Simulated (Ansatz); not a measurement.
# Ta3SiO4: the cost of one run

Method: DFT PBE, scalar-relativistic, plane waves, PAW, in Ansatz 0.2.0.

1 further run of the same task is left out (it didn't finish).

### 1 The system as given

It takes space group Pm-3m (No. 221, cubic). Conventional cell: a = 4.873 Å, b = 4.873 Å, c = 4.873 Å, α = 90.00°, β = 90.00°, γ = 90.00°. Around Ta (site symmetry 4/mmm) lie 6 O at 2.44 Å. Si (site symmetry m-3m) has 6 O at 2.44 Å as nearest neighbours. O (site symmetry 4/mmm) has 4 Ta at 2.44 Å and 2 Si at 2.44 Å as nearest neighbours. Around O (site symmetry m-3m) lie 6 Ta at 2.44 Å.

As a file:

```cif
data_structure
_symmetry_space_group_name_H-M 'Pm-3m'
_symmetry_Int_Tables_number 221
_cell_length_a 4.8732
_cell_length_b 4.8732
_cell_length_c 4.8732
_cell_angle_alpha 90.000
_cell_angle_beta 90.000
_cell_angle_gamma 90.000
_cell_volume 115.73
loop_
_atom_site_label
_atom_site_type_symbol
_atom_site_symmetry_multiplicity
_atom_site_Wyckoff_symbol
_atom_site_fract_x
_atom_site_fract_y
_atom_site_fract_z
_atom_site_occupancy
Ta1 Ta 3 c 0.00000 0.50000 0.50000 1
Si1 Si 1 a 0.00000 0.00000 0.00000 1
O1 O 3 d 0.50000 0.00000 0.00000 1
O2 O 1 b 0.50000 0.50000 0.50000 1
```

Recipe of the guess: random cell by space group and Wyckoff sites (Pm-3m, No. 221). Its size is a rough estimate.

### 2 A first look at the guess

input.yaml

```yaml
crystal:
  lattice:
    - [4.87321493, 0.0, 0.0]
    - [0.0, 4.87321493, 0.0]
    - [0.0, 0.0, 4.87321493]
  atoms:
    - { symbol: Ta, position: [0.0, 0.5, 0.5] }
    - { symbol: Ta, position: [0.5, 0.0, 0.5] }
    - { symbol: Ta, position: [0.5, 0.5, 0.0] }
    - { symbol: Si, position: [0.0, 0.0, 0.0] }
    - { symbol: O, position: [0.5, 0.0, 0.0] }
    - { symbol: O, position: [0.0, 0.5, 0.0] }
    - { symbol: O, position: [0.0, 0.0, 0.5] }
    - { symbol: O, position: [0.5, 0.5, 0.5] }
basis:
  ecutwfc: 420
kpoints:
  mp_grid: { grid: [4, 4, 4] }
hamiltonian:
  xc: pbe
scf:
  occupations: { method: gaussian, width: 0.1 }
  lower_state_search: "off"
output:
  forces: true
  stress: true
  eigenvalues: true
```

Run with:

```bash
$ ansatz run input.yaml --threads 1 --pin off --max-ram 2048MiB --backend cpu --events-out ev --progress --plain --runs-dir out
```

Q: Estimate wall time and peak memory on 1 thread of Arm Neoverse N1, shared host.

About 5.2 s, with a peak of 0.36 GiB.
